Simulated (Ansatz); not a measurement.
# Ta3AsAu2O13 (Cm) in Ansatz: convergence with wavefunction cutoff

Aim: find how far wavefunction cutoff must go before the results for Ta3AsAu2O13 settle, at PBE. This setting moves, with any that are tied to it; all else stays.

All numbers are computed with Ansatz 0.2.0; they aren't measurements. Logs are shortened: lines on timing, memory, paths and dates and some standing lists are left out, and cuts for length are marked.

### 1 The structure

It takes space group Cm (No. 8, monoclinic). Conventional cell: a = 13.601 Å, b = 3.843 Å, c = 10.515 Å, α = 90.00°, β = 99.65°, γ = 90.00°. Around Ta (site symmetry m) lie 4 O at 1.84 to 1.97 Å. Ta (site symmetry m) has 5 O at 1.82 to 2.06 Å as nearest neighbours. Around Ta (site symmetry m) lie 5 O at 1.83 to 2.10 Å. As (site symmetry m) has 3 O at 1.70 to 1.95 Å as nearest neighbours. Au (site symmetry m) has 4 O at 1.98 to 2.05 Å as nearest neighbours. Au (site symmetry m) has 4 O at 1.93 to 2.06 Å as nearest neighbours. Around O (site symmetry m) lie 2 Ta at 1.84 to 2.06 Å. Around O (site symmetry m) lie 1 Ta at 1.90 Å and 1 Au at 1.98 Å.

The cell was built by a generator and needn't be a form met in nature.

### 2 With wavefunction cutoff 200 eV

input.yaml

```yaml
crystal:
  lattice:
    - [6.80067, -1.92163, -0.02621]
    - [6.80067, 1.92163, -0.02621]
    - [-1.72225, 0.0, 10.37288]
  atoms:
    - { symbol: Ta, position: [0.29832, 0.29832, 0.63042] }
    - { symbol: Ta, position: [0.35838, 0.35838, 0.00386] }
    - { symbol: Ta, position: [0.64153, 0.64153, 0.99841] }
    - { symbol: As, position: [0.7021, 0.7021, 0.36249] }
    - { symbol: Au, position: [0.60176, 0.60176, 0.63181] }
    - { symbol: Au, position: [0.39989, 0.39989, 0.36577] }
    - { symbol: O, position: [0.34257, 0.34257, 0.80557] }
    - { symbol: O, position: [0.41638, 0.41638, 0.55635] }
    - { symbol: O, position: [0.78159, 0.78159, 0.59389] }
    - { symbol: O, position: [0.65958, 0.65958, 0.20071] }
    - { symbol: O, position: [0.59095, 0.59095, 0.43486] }
    - { symbol: O, position: [0.21897, 0.21897, 0.41156] }
    - { symbol: O, position: [0.61546, 0.61546, 0.82214] }
    - { symbol: O, position: [0.144, 0.144, 0.64097] }
    - { symbol: O, position: [0.383, 0.383, 0.17947] }
    - { symbol: O, position: [0.84498, 0.84498, 0.35825] }
    - { symbol: O, position: [0.5005, 0.5005, 0.00258] }
    - { symbol: O, position: [0.81269, 0.81269, 0.99232] }
    - { symbol: O, position: [0.18737, 0.18737, 0.00856] }
hamiltonian:
  xc: pbe
  pseudopotentials: { kind: paw }
kpoints:
  mp_grid: { grid: [5, 5, 2] }
scf:
  occupations: { method: fermi_dirac, width: 0.05 }
output:
  forces: true
  stress: true
  eigenvalues: true
basis:
  ecutwfc: "200 eV"
```

Potentials or basis: Ansatz PAW.

The run is started by

```sh
$ ansatz run input.yaml --threads 8 --pin off --max-ram 20480MiB --backend cpu --events-out ev --progress --plain --runs-dir out
```

Output:

```text
Warning: basis.ecutwfc = 200 eV is below the records' recommended 420 eV, and the density's cutoff is lower with it unless basis.ecutrho_ratio is high enough to keep the records' density cutoff: compare with a run at a higher cutoff
Warning: RAYON_NUM_THREADS=8 ignored (pool sized by the plan → 8); use --threads N
Engine: ansatz 0.2.0, x86_64-unknown-linux-gnu
Pseudopotentials: kind: paw
Pseudopotential: Ta, paw, valence charge 13, recommended cutoff 420 eV (normal), Ta.paw.azcp
Pseudopotential: As, paw, valence charge 15, recommended cutoff 420 eV (normal), As.paw.azcp
Pseudopotential: Au, paw, valence charge 19, recommended cutoff 420 eV (normal), Au.paw.azcp
Pseudopotential: O, paw, valence charge 6, recommended cutoff 420 eV (normal), O.paw.azcp
Functional definition: PBE
  parameter kappa = 0.804
  parameter beta = 0.06672455060314922
  exchange = pbe_x(kappa = kappa, mu = beta*pi^2/3)
  correlation = pbe_c(beta = beta)
Crystal: 19 atoms, lattice volume = 270.940 Å³
Basis set: ecut = 200 eV, 1751 PW (Γ), exchange–correlation on 72×72×100 points (8 copies of the dense FFT grid, shifted against one another)
Bands: 104, of which v1, the nominal top of the filled ones, is band 85 counted from 1 (84 counted from 0)
Symmetry: 2 space group operations
Space group: Cm (ITA 8), of the structure as read, at distance tolerance 6.5e-5 Å
k-points: 18 of 50 (time reversal used)
Non-local potential: Ta, projectors of the file, l = 0: 3, l = 1: 2, l = 2: 2, l = 3: 1
Non-local potential: As, projectors of the file, l = 0: 2, l = 1: 2, l = 2: 3, l = 3: 1
Non-local potential: Au, projectors of the file, l = 0: 3, l = 1: 2, l = 2: 2, l = 3: 1
Non-local potential: O, projectors of the file, l = 0: 2, l = 1: 2, l = 2: 1
PAW form: soft (Blöchl's): semilocal exchange-correlation on the pseudo side does not see the compensation charge
PAW one-centre angular grid: Ta, 590 points (default); XC on 64 Gauss nodes
[... 22 lines left out ...]
SCF iter  16: F=-68217.330119 eV  HF=-68217.330119 eV  |F-HF|=4.41e-8  |Δ(HF+E_count)|=   4.26e-8  Δρ=4.56e-6  dr2=5.95e-8  ethr=5.88e-11  ⟨swp⟩=8.9  Hψ=7956  notcnv=0
SCF 1 converged in 16 iterations: F = -68217.330119 eV  dr2 = 5.95e-8
SCF converged after 16 iterations
Free energy (F): -68217.330119 eV
Harris-Foulkes:  -68217.330119 eV  (|F-HF|=4.41e-8)
Internal energy: -68217.305846 eV  (E = F + TS)
E sigma→0 (E₀):  -68217.317983 eV
Entropy (-TS):   -0.024273 eV (-1.278 meV/atom)
Fermi energy:    7.679237 eV
--- Per-component energies (eV) ---
  E_band       = -2154.440852
  E_kinetic    = 4880.737333
  E_local      = -17988.700940  (includes V_loc(G=0)·N_el)
  E_nonlocal   = -58.896011
  E_hartree    = 7411.366726
  E_xc         = -2206.853804
  E_vxc        = -2539.902553  (∫ρ·V_xc dr)
  E_paw        = -48425.342687  (= ΣΔE_a)
  E_vpaw       = -1270.656029  (= ΣTr[D̂ρ^β])
  E_aug_tail   = 0.245153  (compensation charges beyond the density's cutoff)
  E_ewald      = -11829.861616
  E_smearing   = -0.024273  (= −TS)
  E_closure    = -0.000000  (closes the sum)
  Σ components = -68217.330119   (vs F -68217.330119, Δ=0.00e0)
--- Forces (eV/Å), atoms counted from 1 ---
  atom   1  Ta    -0.74868944     0.00000000    -0.46325463
  atom   2  Ta    -0.57695961     0.00000000    -0.32959162
  atom   3  Ta     0.60171059     0.00000000     0.52101159
  atom   4  As    -0.77591559     0.00000000    -0.89676012
  atom   5  Au    -0.25124815     0.00000000    -1.34003298
  atom   6  Au    -0.11736699     0.00000000     0.59503514
[... 11 lines left out ...]
  atom  18  O     -0.69116715     0.00000000    -0.10140306
  atom  19  O      0.66323952     0.00000000     0.02900378
  max |Σ_I F_I| component: 1.18e-3 eV/Å
--- Stress (GPa, compression-positive) ---
        5.453048       0.000000      -0.098114
        0.000000       8.853399       0.000000
       -0.098114       0.000000       9.092428
  P = ⅓ Tr σ = 7.7996 GPa (77.996 kbar)
--- Band table (eV; the first three rows and the last of 18) ---
  k-point 0: bands = ["-100.8691", "-100.8375", "-61.4117", "-61.3200", "-60.8925", "-51.6924", "-51.6114", "-51.5926", "-51.3711", "-50.7594", "-50.6966", "-33.7028", "-33.6197", "-33.6018", "-33.5386", "-33.5370", "-27.7515", "-27.6999", "-27.6301", "-27.5813", "-27.5356", "-27.5012", "-27.2860", "-27.1963", "-27.1958", "-13.3571", "-12.1221", "-12.1067", "-12.0628", "-11.7619", "-11.5472", "-11.4366", "-11.3757", "-11.1300", "-11.0295", "-10.9955", "-10.9060", "-10.6112", "-2.0502", "0.0891", "0.2031", "0.3273", "0.8871", "1.2313", "1.3281", "1.9108", "1.9172", "2.0696", "2.2609", "2.2671", "2.3147", "2.5817", "2.6256", "2.8400", "2.8921", "3.3353", "3.4956", "3.7159", "3.8107", "3.8119", "4.0443", "4.2951", "4.6456", "4.6753", "4.7128", "4.7748", "4.9406", "5.0156", "5.0772", "5.1422", "5.4908", "5.6485", "5.6938", "5.7387", "5.7882", "5.9197", "6.1148", "6.2532", "6.2572", "6.4790", "6.5285", "6.8250", "7.0176", "7.1990", "7.2986", "7.3155", "8.2388", "9.3111", "10.8536", "10.9946", "11.1144", "11.1776", "11.9620", "12.0019", "12.1473", "12.5290", "12.5920", "12.6495", "13.2329", "13.8268", "14.0284", "14.1789", "14.8551", "14.9268"]
  k-point 1: bands = ["-100.8732", "-100.8343", "-61.4117", "-61.3200", "-60.8925", "-51.7149", "-51.6292", "-51.6081", "-51.3794", "-50.7476", "-50.6713", "-33.6994", "-33.5970", "-33.5958", "-33.5751", "-33.5644", "-27.7401", "-27.7095", "-27.6378", "-27.5892", "-27.5350", "-27.5105", "-27.2886", "-27.2033", "-27.1948", "-13.3486", "-12.1984", "-12.0819", "-12.0341", "-11.7519", "-11.5921", "-11.4400", "-11.3750", "-11.1185", "-11.0228", "-11.0093", "-10.9180", "-10.5917", "-2.1739", "0.1505", "0.1910", "0.3316", "1.1076", "1.2564", "1.5045", "1.8579", "1.9547", "2.1412", "2.2210", "2.2815", "2.3209", "2.4180", "2.5373", "2.6187", "2.8304", "3.0841", "3.5727", "3.7697", "3.8455", "4.0102", "4.0701", "4.2779", "4.6390", "4.6836", "4.8593", "4.9209", "4.9612", "5.1272", "5.2090", "5.2460", "5.3388", "5.4198", "5.5843", "5.7333", "5.7627", "5.9216", "5.9846", "6.0283", "6.0365", "6.4048", "6.5208", "6.7759", "7.0125", "7.2630", "7.2855", "7.4907", "8.3259", "9.4071", "10.7385", "11.0345", "11.0875", "11.1731", "11.9901", "12.1310", "12.2345", "12.4269", "12.5390", "12.5786", "13.2476", "13.6255", "14.0516", "14.0905", "14.8846", "14.9274"]
  k-point 2: bands = ["-100.8691", "-100.8346", "-61.4113", "-61.3196", "-60.8921", "-51.7134", "-51.6231", "-51.5751", "-51.3532", "-50.7614", "-50.6957", "-33.6479", "-33.6160", "-33.5923", "-33.5666", "-33.5566", "-27.7339", "-27.7043", "-27.6339", "-27.6210", "-27.5496", "-27.5306", "-27.2878", "-27.2390", "-27.1975", "-13.1754", "-12.0476", "-11.9111", "-11.8669", "-11.6123", "-11.4332", "-11.3604", "-11.2145", "-11.2005", "-11.0154", "-10.9890", "-10.9403", "-10.6236", "-2.8287", "0.0283", "0.1354", "0.5363", "0.6092", "1.1994", "1.4310", "1.4866", "1.9135", "2.0489", "2.1485", "2.2052", "2.5179", "2.6292", "2.6887", "2.7280", "2.8817", "3.1046", "3.3338", "3.5888", "3.6109", "3.8974", "3.9970", "4.1004", "4.2153", "4.4357", "4.5338", "4.7965", "4.8402", "4.9501", "5.1138", "5.2357", "5.3234", "5.4328", "5.5417", "5.7293", "5.8691", "5.9154", "6.0803", "6.1896", "6.3024", "6.3282", "6.4708", "6.7105", "6.8384", "7.1167", "7.2520", "8.3460", "9.3792", "9.6060", "10.5996", "11.0860", "11.2209", "11.4606", "11.5130", "12.0573", "12.1641", "12.3161", "12.5376", "12.7245", "13.3087", "13.8591", "14.0309", "14.2637", "14.7879", "15.1802"]
  k-point 17: bands = ["-100.8767", "-100.8455", "-61.4113", "-61.3197", "-60.8922", "-51.7150", "-51.6345", "-51.5786", "-51.3578", "-50.7942", "-50.7280", "-33.6737", "-33.6377", "-33.6099", "-33.5742", "-33.5599", "-27.7136", "-27.7013", "-27.6471", "-27.6337", "-27.5884", "-27.5284", "-27.2929", "-27.2410", "-27.2114", "-13.1464", "-12.0867", "-11.9448", "-11.7218", "-11.5816", "-11.4890", "-11.3700", "-11.2392", "-11.2210", "-11.1111", "-11.0136", "-10.9058", "-10.5874", "-2.8932", "0.0013", "0.1758", "0.4481", "1.0311", "1.0608", "1.4677", "1.5027", "1.6663", "1.9394", "2.0177", "2.2602", "2.3294", "2.5656", "2.5880", "2.8549", "3.0713", "3.2734", "3.4148", "3.5208", "3.7326", "3.8763", "3.9821", "4.2450", "4.3313", "4.4237", "4.5488", "4.5915", "4.7419", "4.8340", "4.9475", "4.9748", "5.1614", "5.4142", "5.4366", "5.6083", "5.7759", "5.9418", "5.9584", "6.1625", "6.1907", "6.3341", "6.5326", "6.5784", "6.8567", "7.1320", "7.4292", "8.8094", "9.1708", "9.5169", "10.5917", "10.9082", "11.2570", "11.4269", "11.6573", "11.8057", "11.8984", "12.3380", "12.6045", "12.8318", "13.0246", "13.8051", "14.0067", "14.3256", "15.0118", "15.0407"]
```

It took 4.7 s on 8 threads of AMD EPYC 7B13 (Zen 3), shared host; peak memory 0.83 GiB.

What came out:

| Item | Value |
| --- | --- |
| Free energy | -68217.3301 eV |
| Pressure | 7.8 GPa |
| Largest force | 1.839 eV/Å |
| Band gap on the k mesh | none (metal or under the smearing width) |

### 3 With wavefunction cutoff 250 eV

input.yaml: that of step 2 with these lines changed.

```diff
@@ -37,2 +37,2 @@
 basis:
-  ecutwfc: "200 eV"
+  ecutwfc: "250 eV"
```

Potentials or basis: Ansatz PAW.

The run is started by

```sh
$ ansatz run input.yaml --threads 8 --pin off --max-ram 20480MiB --backend cpu --events-out ev --progress --plain --runs-dir out
```

Run time: 4.5 s. Hardware: 8 threads of AMD EPYC 7B13 (Zen 3), shared host; peak memory 0.98 GiB.

Results:

```yaml
Free_energy: -68299.9316 eV
Pressure: -0.5 GPa
Largest_force: 1.050 eV/Å
Band_gap_on_the_k_mesh: none (metal or under the smearing width)
```

### 4 With wavefunction cutoff 300 eV

input.yaml: that of step 3 with these lines changed.

```diff
@@ -37,2 +37,2 @@
 basis:
-  ecutwfc: "250 eV"
+  ecutwfc: "300 eV"
```

The run is started by

```sh
$ ansatz run input.yaml --threads 8 --pin off --max-ram 20480MiB --backend cpu --events-out ev --progress --plain --runs-dir out
```

It took 5 s on 8 threads of AMD EPYC 7B13 (Zen 3), shared host; peak memory 1.1 GiB.

What came out:

```yaml
Free_energy: -68320.7085 eV
Pressure: -0.3 GPa
Largest_force: 0.317 eV/Å
Band_gap_on_the_k_mesh: none (metal or under the smearing width)
```

### 5 With wavefunction cutoff 350 eV

input.yaml: that of step 4 with these lines changed.

```diff
@@ -37,2 +37,2 @@
 basis:
-  ecutwfc: "300 eV"
+  ecutwfc: "350 eV"
```

The run is started by

```sh
$ ansatz run input.yaml --threads 8 --pin off --max-ram 20480MiB --backend cpu --events-out ev --progress --plain --runs-dir out
```

It took 5.5 s on 8 threads of AMD EPYC 7B13 (Zen 3), shared host; peak memory 1.3 GiB.

What came out:

```
Free energy            : -68325.7507 eV
Pressure               : 0.0 GPa
Largest force          : 0.072 eV/Å
Band gap on the k mesh : none (metal or under the smearing width)
```

### 6 With wavefunction cutoff 400 eV

input.yaml: that of step 5 with these lines changed.

```diff
@@ -37,2 +37,2 @@
 basis:
-  ecutwfc: "350 eV"
+  ecutwfc: "400 eV"
```

Potentials or basis: Ansatz PAW.

The run is started by

```sh
$ ansatz run input.yaml --threads 8 --pin off --max-ram 20480MiB --backend cpu --events-out ev --progress --plain --runs-dir out
```

It took 6.8 s on 8 threads of AMD EPYC 7B13 (Zen 3), shared host; peak memory 1.5 GiB.

It converged, with:

- Free energy: -68326.8129 eV
- Pressure: 0.0 GPa
- Largest force: 0.043 eV/Å
- Band gap on the k mesh: none (metal or under the smearing width)

### 7 With wavefunction cutoff 450 eV

input.yaml: that of step 6 with these lines changed.

```diff
@@ -37,2 +37,2 @@
 basis:
-  ecutwfc: "400 eV"
+  ecutwfc: "450 eV"
```

The run is started by

```sh
$ ansatz run input.yaml --threads 8 --pin off --max-ram 20480MiB --backend cpu --events-out ev --progress --plain --runs-dir out
```

It took 7.8 s on 8 threads of AMD EPYC 7B13 (Zen 3), shared host; peak memory 1.7 GiB.

The run converged. Its results:

- Free energy: -68326.9826 eV
- Pressure: 0.0 GPa
- Largest force: 0.042 eV/Å
- Band gap on the k mesh: none (metal or under the smearing width)

### 8 With wavefunction cutoff 500 eV

input.yaml: that of step 7 with these lines changed.

```diff
@@ -37,2 +37,2 @@
 basis:
-  ecutwfc: "450 eV"
+  ecutwfc: "500 eV"
```

The run is started by

```sh
$ ansatz run input.yaml --threads 8 --pin off --max-ram 20480MiB --backend cpu --events-out ev --progress --plain --runs-dir out
```

It took 9.2 s on 8 threads of AMD EPYC 7B13 (Zen 3), shared host; peak memory 1.9 GiB.

The run converged. Its results:

```yaml
Free_energy: -68326.9985 eV
Pressure: 0.0 GPa
Largest_force: 0.042 eV/Å
Band_gap_on_the_k_mesh: none (metal or under the smearing width)
```

### 9 With wavefunction cutoff 600 eV

input.yaml: that of step 8 with these lines changed.

```diff
@@ -37,2 +37,2 @@
 basis:
-  ecutwfc: "500 eV"
+  ecutwfc: "600 eV"
```

Potentials or basis: Ansatz PAW.

The run is started by

```sh
$ ansatz run input.yaml --threads 8 --pin off --max-ram 20480MiB --backend cpu --events-out ev --progress --plain --runs-dir out
```

Wall time 12 s (8 threads of AMD EPYC 7B13 (Zen 3), shared host); peak memory 2.5 GiB.

Results (log left out):

```yaml
Free_energy: -68327.0088 eV
Pressure: 0.0 GPa
Largest_force: 0.041 eV/Å
Band_gap_on_the_k_mesh: none (metal or under the smearing width)
```

### 10 With wavefunction cutoff 800 eV

input.yaml: that of step 9 with these lines changed.

```diff
@@ -37,2 +37,2 @@
 basis:
-  ecutwfc: "600 eV"
+  ecutwfc: "800 eV"
```

The run is started by

```sh
$ ansatz run input.yaml --threads 8 --pin off --max-ram 20480MiB --backend cpu --events-out ev --progress --plain --runs-dir out
```

Run time: 17 s. Hardware: 8 threads of AMD EPYC 7B13 (Zen 3), shared host; peak memory 3.5 GiB.

Results (log left out):

- Free energy: -68327.0168 eV
- Pressure: 0.0 GPa
- Largest force: 0.040 eV/Å
- Band gap on the k mesh: none (metal or under the smearing width)

### 11 Result

| wavefunction cutoff | energy less the tightest run, at zero smearing (meV/atom) | pressure (GPa) | largest force (eV/Å) | SCF cycles | CPU time (s) | peak memory (GiB) |
| --- | --- | --- | --- | --- | --- | --- |
| 200 eV | 5773.14 | 7.80 | 1.839 | 16 | 33 | 0.83 |
| 250 eV | 1425.57 | -0.46 | 1.050 | 13 | 32 | 0.98 |
| 300 eV | 332.04 | -0.33 | 0.317 | 12 | 36 | 1.1 |
| 350 eV | 66.64 | 0.00 | 0.072 | 11 | 40 | 1.3 |
| 400 eV | 10.74 | 0.01 | 0.043 | 11 | 50 | 1.5 |
| 450 eV | 1.80 | 0.02 | 0.042 | 10 | 57 | 1.7 |
| 500 eV | 0.97 | 0.02 | 0.042 | 10 | 69 | 1.9 |
| 600 eV | 0.42 | 0.02 | 0.041 | 10 | 87 | 2.5 |
| 800 eV | 0.00 | 0.01 | 0.040 | 10 | 130 | 3.5 |

Against the tightest run, the energy stays within 1 meV/atom from 500 eV on; the pressure stays within 0.1 GPa from 350 eV on; the largest force stays within 0.005 eV/Å from 400 eV on. The tightest run that finished is the yardstick and may itself not be fully converged.
